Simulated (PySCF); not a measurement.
# ZrBr2: relaxation and vibrations of the triplet

Where does triplet ZrBr2 go from a linear start, is the end point a minimum, and what are its modes, charges and moments?

The runs use PySCF 2.14.0; PBE, basis Zr def2-TZVP with ECP28, Br def2-TZVP, scalar-relativistic core potentials, no spin–orbit coupling, density fitting.

## Step 1: Where the work starts

3 atoms, charge 0, spin multiplicity 3.

Bond lengths: Zr1–Br2 2.680 Å, Zr1–Br3 2.680 Å. Angles: Br2–Zr1–Br3 180.0°.

Coordinates in bohr (charge 0 multiplicity 3):
```
Zr    0.0000    0.0000    0.0000
Br    0.0000    0.0000    5.0645
Br    0.0000    0.0000   -5.0645
```

## Step 2: Finding the electronic state

One driver script runs all steps and calls PySCF; scf.py shows how it sets up the SCF of each step. The optimiser is the driver's own. After this first run the driver tries any further starts and a stability analysis.

The input, scf.py:

```python
from pyscf import gto, scf, dft
mol = gto.M(atom='''
Zr     0.000000     0.000000     0.000000
Br     0.000000     0.000000     2.680000
Br     0.000000     0.000000    -2.680000''',
    basis={'Zr': 'def2-TZVP', 'Br': 'def2-TZVP'},
    ecp={'Zr': 'def2-TZVP'},
    charge=0, spin=2)
mf = dft.UKS(mol, xc='PBE')
mf.grids.atom_grid = (50, 194)
aux = {'Zr': 'def2-universal-JKFIT', 'Br': 'def2-universal-JKFIT'}
mf = mf.density_fit(auxbasis=aux)
mf.conv_tol = 1e-08
mf.diis_space = 10
mf.max_cycle = 60
mf.init_guess = 'minao'
mf.verbose = 4
mf.kernel()
```

Launch:

```console
$ OMP_NUM_THREADS=4 python axn.py task.json out
```

Log, cut to the lines that bear on the results:

```text
[... the frontier levels of the middle cycles are left out ...]
init E= -5187.28691087275
[... the frontier-level lines of each cycle are left out ...]
cycle= 1 E= -5185.94061127962  delta_E= 1.35  |g|=  3.7  |ddm|= 3.67
cycle= 2 E= -5148.90793652198  delta_E=   37  |g|= 4.32  |ddm|= 9.43
cycle= 3 E= -5176.41538517263  delta_E= -27.5  |g|= 4.81  |ddm|= 10.5
cycle= 4 E= -5177.32875973492  delta_E= -0.913  |g|= 4.72  |ddm|= 0.31
cycle= 5 E= -5177.3346614083  delta_E= -0.0059  |g|= 4.72  |ddm|= 0.00194
cycle= 6 E= -5177.09634814143  delta_E= 0.238  |g|= 4.77  |ddm|= 0.768
cycle= 7 E= -5177.8323342996  delta_E= -0.736  |g|= 4.69  |ddm|= 0.268
cycle= 8 E= -5177.27038652067  delta_E= 0.562  |g|= 4.75  |ddm|= 0.21
cycle= 9 E= -5177.99935553458  delta_E= -0.729  |g|= 4.65  |ddm|= 0.258
cycle= 10 E= -5186.88671582777  delta_E= -8.89  |g|= 3.67  |ddm|= 3.52
cycle= 11 E= -5185.66259060351  delta_E= 1.22  |g|=  3.8  |ddm|= 1.84
cycle= 12 E= -5185.62834529851  delta_E= 0.0342  |g|=  3.8  |ddm|= 0.705
cycle= 13 E= -5148.03553256142  delta_E= 37.6  |g|= 4.29  |ddm|= 9.74
cycle= 14 E= -5181.47032207983  delta_E= -33.4  |g|= 3.89  |ddm|= 9.86
[... 46 cycles left out ...]
SCF not converged.
init E= -5187.28691087275
[... 10 cycles left out ...]
cycle= 11 E= -5194.67466721057  delta_E= -7.61e-05  |g|= 0.0109  |ddm|= 0.026
cycle= 12 E= -5194.67468780195  delta_E= -2.06e-05  |g|= 0.00479  |ddm|= 0.0133
cycle= 13 E= -5194.67468670542  delta_E= 1.1e-06  |g|= 0.00342  |ddm|= 0.00811
cycle= 14 E= -5194.67469260729  delta_E= -5.9e-06  |g|= 0.00296  |ddm|= 0.00559
cycle= 15 E= -5194.67469479886  delta_E= -2.19e-06  |g|= 0.0019  |ddm|= 0.00345
cycle= 16 E= -5194.67469565124  delta_E= -8.52e-07  |g|= 0.000699  |ddm|= 0.00175
cycle= 17 E= -5194.67469568087  delta_E= -2.96e-08  |g|= 0.000591  |ddm|= 0.000876
cycle= 18 E= -5194.67469576093  delta_E= -8.01e-08  |g|= 0.000103  |ddm|= 0.000459
cycle= 19 E= -5194.67469570729  delta_E= 5.36e-08  |g|= 0.000296  |ddm|= 0.000428
cycle= 20 E= -5194.67469576176  delta_E= -5.45e-08  |g|= 9.65e-05  |ddm|= 0.000218
SCF not converged.
init E= -5194.67469576176
cycle= 1 E= -5194.67469574858  delta_E= 1.32e-08  |g|= 0.000183  |ddm|= 0.000282
cycle= 2 E= -5194.67469570517  delta_E= 4.34e-08  |g|= 0.000331  |ddm|= 0.000506
cycle= 3 E= -5194.67469576267  delta_E= -5.75e-08  |g|= 7.78e-05  |ddm|= 0.000241
cycle= 4 E= -5194.67469576743  delta_E= -4.76e-09  |g|= 2.39e-05  |ddm|= 6.65e-05
Extra cycle  E= -5194.67469576326  delta_E= 4.17e-09  |g|= 8.19e-05  |ddm|= 0.000137
converged SCF energy = -5194.67469576326  <S^2> = 2.0091978  2S+1 = 3.0061256
```

This step, with its further starts and checks, ran for 42 s (4 threads of Arm Neoverse V1, shared host).

Energies from each starting density:

| start | energy (Eh) |
| --- | --- |
| the minimal-basis guess | -5194.674696 |
| a thermally smeared density | -5194.674693 |
| a smeared PBE density | -5194.674693 |

Where DIIS stalls, the driver goes on with a level shift of 0.3 Eh and then with a second-order solver.

No lower solution of this spin turned up from the other starts or in the test of internal stability.

## Step 3: Relaxing the triplet from the linear start

The program finds D∞h symmetry in the start, which this walk keeps.

scf.py: that of step 2 with these lines changed.

```diff
@@ -16 +15,0 @@
-mf.init_guess = 'minao'
```

Steps of the walk:

| step | energy (Eh) | change (kJ/mol) | largest symmetric gradient (Eh/bohr) |
| --- | --- | --- | --- |
| 0 | -5194.674696 | 0.00 | 0.02873 |
| 1 | -5194.682080 | -19.39 | 0.01646 |
| 2 | -5194.684215 | -24.99 | 0.00706 |
| 3 | -5194.684578 | -25.95 | 0.00083 |
| 4 | -5194.684583 | -25.96 | 0.00004 |

The walk took 15 s.

Positions (Å) and forces (eV/Å) along the way:

```
step 0
Zr   0.000   0.000   0.000   0.000   0.000   0.000
Br   0.000   0.000   2.680   0.000   0.000  -1.478
Br   0.000   0.000  -2.680   0.000   0.000   1.478
step 1
Zr   0.000   0.000   0.000   0.000   0.000   0.000
Br   0.000   0.000   2.595   0.000   0.000  -0.847
Br   0.000   0.000  -2.595   0.000   0.000   0.847
step 2
Zr   0.000   0.000   0.000   0.000   0.000   0.000
Br   0.000   0.000   2.491   0.000   0.000   0.363
Br   0.000   0.000  -2.491   0.000   0.000  -0.363
step 3
Zr   0.000   0.000   0.000   0.000   0.000   0.000
Br   0.000   0.000   2.522   0.000   0.000  -0.043
Br   0.000   0.000  -2.522   0.000   0.000   0.043
step 4
Zr   0.000   0.000   0.000   0.000   0.000   0.000
Br   0.000   0.000   2.519   0.000   0.000  -0.002
Br   0.000   0.000  -2.519   0.000   0.000   0.002
```

End point (D∞h, 4 steps, 26.0 kJ/mol gained): Zr–Br 2.519 Å (×2); Br–Zr–Br 180.0°.

## Step 4: Frequencies

On the finer grid the gradient is checked again; gradients at displacements of ±0.02 bohr then give force constants and infrared intensities.

scf.py: that of step 3 with these lines changed.

```diff
@@ -3,3 +3,3 @@
-Zr     0.000000     0.000000     0.000000
-Br     0.000000     0.000000     2.680000
-Br     0.000000     0.000000    -2.680000''',
+Zr     0.000000     0.000000    -0.000000
+Br    -0.000000     0.000000     2.517475
+Br     0.000000    -0.000000    -2.517475''',
@@ -10 +10 @@
-mf.grids.atom_grid = (50, 194)
+mf.grids.atom_grid = (75, 302)
@@ -13 +13 @@
-mf.conv_tol = 1e-08
+mf.conv_tol = 1e-10
```

The driver hands on the density of the step before, so the log starts near convergence.

SCF at the final geometry:

```text
init E= -5194.68446172054
[... the frontier-level lines of each cycle are left out ...]
cycle= 1 E= -5194.68446172054  delta_E= -2.73e-12  |g|= 3.51e-06  |ddm|= 1.18e-05
Extra cycle  E= -5194.68446172049  delta_E= 4.64e-11  |g|= 9.76e-06  |ddm|= 1.77e-05
converged SCF energy = -5194.68446172049  <S^2> = 2.0074447  2S+1 = 3.004959
```

The whole step took 48 s.

Geometry: D∞h; Zr–Br 2.517 Å (×2); Br–Zr–Br 180.0°.

Harmonic modes (main isotopes):

```json
{"ω (cm⁻¹)": "31i", "IR (km/mol)": "2.5"}
{"ω (cm⁻¹)": "31i", "IR (km/mol)": "2.5"}
{"ω (cm⁻¹)": "207", "IR (km/mol)": "0.0"}
{"ω (cm⁻¹)": "307", "IR (km/mol)": "108"}
```

With 2 modes imaginary (up to 31i cm⁻¹) this point is a saddle.

The SCF density has lower symmetry than the nuclear frame, so the modes carry no labels; pairs that should be degenerate can split.

Properties at this point:

| Quantity | Value |
| --- | --- |
| Dipole moment | 0.00 D |
| Highest occupied level | -4.80 eV |
| Lowest empty level | -4.14 eV |
| Rotational constants | 0.01685 cm⁻¹ |
| Zero-point energy (real modes) | 3.1 kJ/mol |
| Principal polarisabilities | 85.6, 85.6, 134.2 bohr³ |
| Atomisation energy without zero-point energy | 904 kJ/mol |
| Principal traceless quadrupole moments about the centre of mass | -9.80, 4.90, 4.90 D Å |
| Spin squared ⟨S²⟩ | 2.007 |

Charges (e) and bond orders:

```tsv
atom	Mulliken	Löwdin	polar tensor	spin (Mulliken)	Mayer order to Zr1
Zr1	0.72	-0.17	1.09	2.13	–
Br2,3	-0.36	0.08	-0.55	-0.07	1.11
```

Outer orbital energies (eV). α occupied: -9.14, -7.90, -7.90, -7.72, -7.53, -7.53, -5.00, -4.80; empty: -4.14, -3.41, -3.41, -1.36. β occupied: -19.09, -18.80, -9.05, -7.85, -7.85, -7.72, -7.54, -7.54; empty: -3.52, -3.22, -2.84, -2.84.

Mulliken populations on Zr1 (outside its core potential): s 2.73, p 6.22, d 2.30, f 0.03.

## Step 5: Downhill along the imaginary mode

The start is the last point, displaced along its most imaginary mode.

The program finds C2v symmetry in the start, which this walk keeps. Threshold on the gradient: 0.0003 Eh/bohr, with a further test on the energy change.

scf.py: that of step 4 with these lines changed.

```diff
@@ -3,3 +3,3 @@
-Zr     0.000000     0.000000    -0.000000
-Br    -0.000000     0.000000     2.517475
-Br     0.000000    -0.000000    -2.517475''',
+Zr    -0.250000     0.000000     0.000000
+Br     0.142401    -0.000000     2.517475
+Br     0.142401    -0.000000    -2.517475''',
@@ -10 +10 @@
-mf.grids.atom_grid = (75, 302)
+mf.grids.atom_grid = (50, 194)
@@ -13 +13 @@
-mf.conv_tol = 1e-10
+mf.conv_tol = 1e-08
```

Energy and gradient, step by step:

| step | energy (Eh) | change (kJ/mol) | largest symmetric gradient (Eh/bohr) |
| --- | --- | --- | --- |
| 0 | -5194.684588 | 0.00 | 0.00776 |
| 1 | -5194.685023 | -1.14 | 0.00337 |
| 2 | -5194.685133 | -1.43 | 0.00092 |
| 3 | -5194.685149 | -1.47 | 0.00093 |
| 4 | -5194.685166 | -1.52 | 0.00095 |
| 5 | -5194.685184 | -1.56 | 0.00098 |
| 6 | -5194.685204 | -1.62 | 0.00100 |
| 7 | -5194.685224 | -1.67 | 0.00103 |
| 8 | -5194.685247 | -1.73 | 0.00107 |
| 9 | -5194.685272 | -1.79 | 0.00111 |
| 10 | -5194.685297 | -1.86 | 0.00114 |
| 11 | -5194.685326 | -1.94 | 0.00118 |
| 12 | -5194.685358 | -2.02 | 0.00122 |
| 13 | -5194.685392 | -2.11 | 0.00126 |
| 14 | -5194.685430 | -2.21 | 0.00129 |
| 15 | -5194.685471 | -2.32 | 0.00131 |
| 16 | -5194.685485 | -2.35 | 0.00121 |
| 17 | -5194.685683 | -2.87 | 0.00123 |
| 18 | -5194.685695 | -2.91 | 0.00034 |
| 19 | -5194.685703 | -2.93 | 0.00003 |

The walk took 2.6 min.

Positions (Å) and forces (eV/Å) along the way:

```
step 0
Zr  -0.250   0.000   0.000   0.098  -0.003   0.000
Br   0.142   0.000   2.517  -0.049   0.002  -0.399
Br   0.142   0.000  -2.517  -0.049   0.002   0.399
step 1
Zr  -0.251   0.000   0.000   0.020  -0.004   0.000
Br   0.143   0.000   2.497  -0.010   0.002  -0.173
Br   0.143   0.000  -2.497  -0.010   0.002   0.173
step 10
Zr  -0.321   0.000   0.000  -0.059  -0.006   0.000
Br   0.178   0.000   2.460   0.029   0.003   0.010
Br   0.178   0.000  -2.460   0.029   0.003  -0.010
step 19
Zr  -0.481   0.000   0.000  -0.001   0.000   0.000
Br   0.258   0.000   2.397   0.001   0.000   0.000
Br   0.258   0.000  -2.397   0.001   0.000   0.000
```

End point (C2v, 19 steps, 2.9 kJ/mol gained): Zr–Br 2.508 Å (×2); Br–Zr–Br 145.7°.

## Step 6: Vibrations and properties at this point

The same treatment as at the point before.

scf.py: that of step 5 with these lines changed.

```diff
@@ -3,3 +3,3 @@
-Zr    -0.250000     0.000000     0.000000
-Br     0.142401    -0.000000     2.517475
-Br     0.142401    -0.000000    -2.517475''',
+Zr    -0.439252     0.000000     0.000000
+Br     0.252411    -0.000000     2.409741
+Br     0.252411    -0.000000    -2.409741''',
@@ -10 +10 @@
-mf.grids.atom_grid = (50, 194)
+mf.grids.atom_grid = (75, 302)
@@ -13 +13 @@
-mf.conv_tol = 1e-08
+mf.conv_tol = 1e-10
```

Log of the central SCF (cycles and frontier levels):

```text
init E= -5194.68528601904
[... the frontier-level lines of each cycle are left out ...]
cycle= 1 E= -5194.68528601909  delta_E= -5.64e-11  |g|= 5.46e-06  |ddm|= 3.24e-05
Extra cycle  E= -5194.68528601909  delta_E= 8.19e-12  |g|= 1.23e-05  |ddm|= 3.65e-05
converged SCF energy = -5194.68528601909  <S^2> = 2.0069456  2S+1 = 3.0046268
```

The whole step ran for 63 s (4 threads of Arm Neoverse V1, shared host).

Geometry: C2v; Zr–Br 2.507 Å (×2); Br–Zr–Br 148.0°.

Modes, for the most abundant isotopes:

```
symmetry  ω (cm⁻¹)  IR (km/mol)  μ (u)
      a1        35          1.2  84.03
      a1       225          3.4  80.29
      b2       307         86.3  85.37
```

Every mode is real; the point is a minimum.

Properties at this point:

* Dipole moment: 1.16 D
* Highest occupied level: -4.62 eV
* Lowest empty level: -4.01 eV
* Rotational constants: 0.6152, 0.01839, 0.01786 cm⁻¹
* Zero-point energy: 3.4 kJ/mol
* Principal polarisabilities: 87.4, 91.2, 129.3 bohr³
* Atomisation energy without zero-point energy: 906 kJ/mol
* Principal traceless quadrupole moments about the centre of mass: -8.31, 4.15, 4.16 D Å
* Entropy at 298.15 K and 1 bar (electronic part: spin only): 337.1 J/(mol K)
* Heat capacity Cp at 298.15 K: 56.0 J/(mol K)
* Enthalpy at 298.15 K above 0 K: 14.65 kJ/mol
* Rotational symmetry number: 2
* Spin squared ⟨S²⟩: 2.007

Populations by atom (charges in e):

```tsv
atom	Mulliken	Löwdin	polar tensor	spin (Mulliken)	Mayer order to Zr1
Zr1	0.71	-0.20	1.01	2.11	–
Br2,3	-0.36	0.10	-0.51	-0.06	1.13
```

Outer orbital energies (eV). α occupied: -9.06, -8.14, -7.89, -7.64, -7.61, -7.58, -4.90, -4.62; empty: -4.01, -3.40, -3.21, -1.54. β occupied: -19.08, -18.84, -8.97, -8.08, -7.85, -7.60, -7.60, -7.59; empty: -3.37, -3.10, -2.83, -2.67.

Mulliken populations on Zr1 (outside its core potential): s 2.72, p 6.22, d 2.32, f 0.03.

## Step 7: All stationary points

| spin | group | bonds | imaginary modes (cm⁻¹) | ΔE (kJ/mol) | with zero-point energy |
| --- | --- | --- | --- | --- | --- |
| triplet | C2v | Zr–Br 2.507 Å (×2) | none | 0.0 | 0.0 |
| triplet | D∞h (density of lower symmetry) | Zr–Br 2.517 Å (×2) | 31i, 31i | 2.2 | – |

## Step 8: Results

| quantity | value |
| --- | --- |
| minimum | triplet, C2v |
| geometry | Zr–Br 2.507 Å (×2); Br–Zr–Br 148.0° |
| wavenumbers (cm⁻¹) | 35 (a1), 225 (a1), 307 (b2) |
| dipole moment | 1.16 D |
| highest occupied, lowest empty level (either spin) | -4.62, -4.01 eV |
| polar-tensor charge of Zr1 | +1.01 e |
| zero-point energy | 3.4 kJ/mol |
| entropy at 298.15 K | 337.1 J/(mol K) |
| atomisation energy (no zero-point energy) | 906 kJ/mol |
| ⟨S²⟩ | 2.007 |

The linear start (D∞h) ends in a minimum of C2v symmetry, after a stop at a second-order saddle point 2.2 kJ/mol higher, from which it was pushed off along an imaginary mode. In the infrared the band at 307 cm⁻¹ (b2, stretch) leads. Most of the spin sits on Zr1 (Mulliken spin 2.11, against 2 for the whole molecule). Only this shape and spin were tried, so other structures or states may lie lower. One determinant may miss the lowest occupation of an open d or f shell.

The search up to here took 5.4 min.
